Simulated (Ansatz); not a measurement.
# SiGeHF (singlet): from a generated start to a stationary point

Aim: relax a generated start of SiGeHF (singlet) and see which bonds hold.

Program: Ansatz 0.2.0, Gaussian basis. Level of theory: RKS PBE0/def2-TZVP. These are calculated values, not measurements.

## Step 1: The starting structure

4 atoms, charge 0, spin multiplicity 1.

Atoms are counted from 1 here; the program's logs count them from 0.

Bond lengths: F1–Ge2 1.879 Å, Ge2–Si3 2.265 Å, Si3–H4 1.484 Å. Angles: F1–Ge2–Si3 88.5°, Ge2–Si3–H4 168.6°.

Coordinates:

```xyz
4

F    -0.80994   -1.44829   -0.10866
Ge   -0.49702    0.39604    0.07009
Si    1.72243   -0.02377   -0.09932
H     3.09135   -0.58105   -0.23557
```

The start was built by rule and, where that kept it together, relaxed with GFN2-xTB. Sticks and bond lists go by distance. No spin-orbit coupling is included. 

## Step 2: The run

File in.yaml:

```yaml
crystal:
  periodic: [false, false, false]
  atoms:
    - {symbol: F, position_ang: [-0.809936, -1.448286, -0.108665]}
    - {symbol: Ge, position_ang: [-0.497024, 0.396039, 0.070089]}
    - {symbol: Si, position_ang: [1.722435, -0.023767, -0.099318]}
    - {symbol: H, position_ang: [3.091353, -0.581052, -0.235566]}
basis:
  gaussian: {orbitals: def2-TZVP}
hamiltonian: {xc: pbe0}
relax: {f_tol: 0.004, max_steps: 80}
```

Command:

```bash
> ansatz run in.yaml --threads 1 --pin off --events-out ev --progress --plain --max-ram 2176MiB
```

**Question.** What will these runs give? Wanted: energy gained; shift from the start; total energy; dipole moment.

As calculated:

```
                  quantity           value
                     steps              18
             energy gained        1.653 eV
shift from the start (rms)         1.008 Å
              total energy  -67116.7087 eV
             dipole moment          0.99 D
```

What this shows: By distance, F1–Si3 formed and F1–Ge2 opened. F1–Ge2 went from 1.879 to 3.486 Å. No vibrations were run, so this is a stationary point, not a proven minimum, and this spin need not be the ground state's.
